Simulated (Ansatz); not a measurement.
# C₂H₃Sn radical: basis-set convergence

An exercise on one series of results from a longer session: the logs are not shown, and one member is left open.

Program: Ansatz 0.2.0, Gaussian basis. Level of theory: one geometry, several basis sets. These are calculated values, not measurements.

The runs, in order: PBE0-D4/def2-SVP; ωB97M-V/def2-SVP; PBE0-D4/def2-QZVPP; ωB97M-V/def2-QZVPP; the functionals' def2-TZVPP values are taken from earlier runs.

## Structure used throughout

An earlier PBE0-D4 in a triple-zeta def2 set relaxation fixed the geometry. Sn takes the def2 core potential; no spin-orbit term is included.

SMILES `C#[C][SnH2]`, 6 atoms, charge 0, spin multiplicity 2.

Atoms are counted from 1 here; the program's logs count them from 0.

Bond lengths: C1–C2 1.209 Å, C1–H4 1.066 Å, C2–Sn3 2.081 Å, Sn3–H5 1.714 Å, Sn3–H6 1.714 Å. Angles: C2–C1–H4 178.8°, C1–C2–Sn3 174.3°, C2–Sn3–H5 107.8°, C2–Sn3–H6 107.8°, H5–Sn3–H6 111.7°.

Geometry (Å):

```xyz
6

C    -0.3931   -1.8300   -0.1721
C    -0.0484   -0.6801   -0.0276
Sn    0.7211    1.2252    0.3000
H    -0.7160   -2.8371   -0.3079
H     0.8139    2.0198   -1.2161
H    -0.3356    2.0380    1.3777
```

The first run:

in.yaml reads:

```yaml
crystal:
  periodic: [false, false, false]
  atoms:
    - {symbol: C, position_ang: [-0.393120, -1.829974, -0.172129]}
    - {symbol: C, position_ang: [-0.048361, -0.680146, -0.027594]}
    - {symbol: Sn, position_ang: [0.721132, 1.225223, 0.299999]}
    - {symbol: H, position_ang: [-0.715960, -2.837071, -0.307946]}
    - {symbol: H, position_ang: [0.813868, 2.019849, -1.216132]}
    - {symbol: H, position_ang: [-0.335559, 2.038019, 1.377702]}
basis:
  gaussian: {orbitals: def2-SVP}
magnetization: {spin_polarized: true, initial_magnetization: 1}
hamiltonian: {xc: pbe0, dispersion: d4}
output: {orbitals: {seedname: orbitals}}
```

Command:

```bash
> ansatz run in.yaml --threads 2 --pin off --events-out ev --progress --plain --max-ram 32768MiB --backend cpu
```

Steps of the session up to this table: PBE0-D4 in def2-SVP; ωB97M-V in def2-SVP; PBE0-D4 in def2-QZVPP; ωB97M-V in def2-QZVPP.

One of the session's tables, all rows but one given; the rest of the session is left out.

It belongs to the step «Density functionals: the series». 

| functional | basis | HOMO (eV) | LUMO (eV) |
| --- | --- | --- | --- |
| PBE0-D4 | def2-SVP | ? | ? |
| PBE0-D4 | def2-TZVPP | -6.22 | -3.26 |
| PBE0-D4 | def2-QZVPP | -6.23 | -3.27 |
| ωB97M-V | def2-SVP | -8.10 | -1.44 |
| ωB97M-V | def2-TZVPP | -8.21 | -1.58 |
| ωB97M-V | def2-QZVPP | -8.22 | -1.60 |

Q: Estimate the row for PBE0-D4, def2-SVP from the others.

The run gave: HOMO (eV): -6.15; LUMO (eV): -3.20. In the column «HOMO (eV)» it is the highest.
